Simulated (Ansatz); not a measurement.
# ClF2H3OSi2: basis-set convergence

How large a basis does ClF2H3OSi2 need? Two functionals are run in growing sets.

Computed with Ansatz 0.2.0, Gaussian basis. Level: one geometry, several basis sets.

The runs, in order: PBE0-D4/def2-SVP; ωB97M-V/def2-SVP; PBE0-D4/def2-QZVPP; ωB97M-V/def2-QZVPP; the functionals' def2-TZVPP values are taken from earlier runs.

### 1 Structure used throughout

All runs share one geometry, relaxed beforehand with PBE0-D4 in a triple-zeta def2 set.

SMILES `F[Si](F)(Cl)O[SiH3]`, 9 atoms, charge 0, spin multiplicity 1.

Atoms are counted from 1 here; the program's logs count them from 0.

Bond lengths: F1–Si2 1.574 Å, Si2–F3 1.574 Å, Si2–Cl4 2.011 Å, Si2–O5 1.587 Å, O5–Si6 1.645 Å, Si6–H7 1.480 Å, Si6–H8 1.482 Å, Si6–H9 1.482 Å. Angles: F1–Si2–F3 107.0°, F1–Si2–Cl4 108.9°, F1–Si2–O5 110.5°, F3–Si2–Cl4 108.9°, F3–Si2–O5 110.5°, Cl4–Si2–O5 110.9°, Si2–O5–Si6 158.2°, O5–Si6–H7 107.7°, O5–Si6–H8 109.1°, O5–Si6–H9 109.1°, H7–Si6–H8 110.4°, H7–Si6–H9 110.4°, H8–Si6–H9 110.2°.

### 2 PBE0-D4 in def2-SVP

in.yaml

```yaml
crystal:
  periodic: [false, false, false]
  atoms:
    - {symbol: F, position_ang: [-2.046894, -1.352671, 0.128683]}
    - {symbol: Si, position_ang: [-0.915455, -0.877508, -0.857176]}
    - {symbol: F, position_ang: [-0.051962, -2.145258, -1.210917]}
    - {symbol: Cl, position_ang: [-1.768034, -0.179570, -2.539641]}
    - {symbol: O, position_ang: [-0.014567, 0.237135, -0.174854]}
    - {symbol: Si, position_ang: [1.002290, 0.917486, 0.924522]}
    - {symbol: H, position_ang: [1.264225, 2.309306, 0.493533]}
    - {symbol: H, position_ang: [2.264819, 0.141922, 0.961357]}
    - {symbol: H, position_ang: [0.354179, 0.902857, 2.257394]}
basis:
  gaussian: {orbitals: def2-SVP}
hamiltonian: {xc: pbe0, dispersion: d4}
output: {orbitals: {seedname: orbitals}}
```

The run is started by

```bash
$ ansatz run in.yaml --threads 4 --pin off --events-out ev --progress --plain --max-ram 10444MiB
```

Further steps of the session: ωB97M-V in def2-SVP; PBE0-D4 in def2-QZVPP; ωB97M-V in def2-QZVPP.

Q: Predict the results of all the runs planned. Wanted: PBE0-D4: double and triple zeta above quadruple; ωB97M-V: double and triple zeta above quadruple.

The runs gave:

| quantity | value |
| --- | --- |
| PBE0-D4: double and triple zeta above quadruple | 21.33, 1.37 eV |
| ωB97M-V: double and triple zeta above quadruple | 21.35, 1.27 eV |

PBE0-D4 gains 19.96 eV from double to triple zeta, then 1.37 eV more. Total energies overstate the basis error of differences, where much of it tends to cancel. The LUMO of ωB97M-V is positive and keeps falling with the basis (2.09 to 1.02 eV): an unbound level that the basis holds in place.
